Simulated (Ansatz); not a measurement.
Input of an Ansatz 0.2.0 run:

The input input.yaml:

```yaml
crystal:
  lattice:
    - [-1.90531911, 1.90531911, 3.91217965]
    - [1.90531911, -1.90531911, 3.91217965]
    - [1.90531911, 1.90531911, -3.91217965]
  atoms:
    - { symbol: Pd, position: [0.504645, 0.488577, -0.00918] }
    - { symbol: Pd, position: [0.240544, 0.754637, 0.501096] }
    - { symbol: Pd, position: [0.749239, 0.242219, 0.487495] }
    - { symbol: Cu, position: [-0.002051, -0.009485, -0.007844] }
kpoints:
  mp_grid: { grid: [10, 10, 10] }
scf:
  occupations: { method: fermi_dirac, width: 0.05 }
hamiltonian:
  xc: pbesol
  pseudopotentials: { kind: all_electron, lapw: { basis_error: 0.001 } }
output:
  forces: true
  stress: true
  eigenvalues: true
  populations: true
```

Potentials or basis: all-electron LAPW, scalar-relativistic.

Command:

```bash
$ ansatz run input.yaml --threads 2 --pin off --max-ram 8192MiB --backend cpu --events-out ev --progress --plain --runs-dir out
```

(1) What does it give for the band gap on the k mesh?

(2) Predict the largest force.

(3) Estimate the pressure.

Results:

(1) none (metal or under the smearing width).

(2) 0.671 eV/Å.

(3) -4.3 GPa.
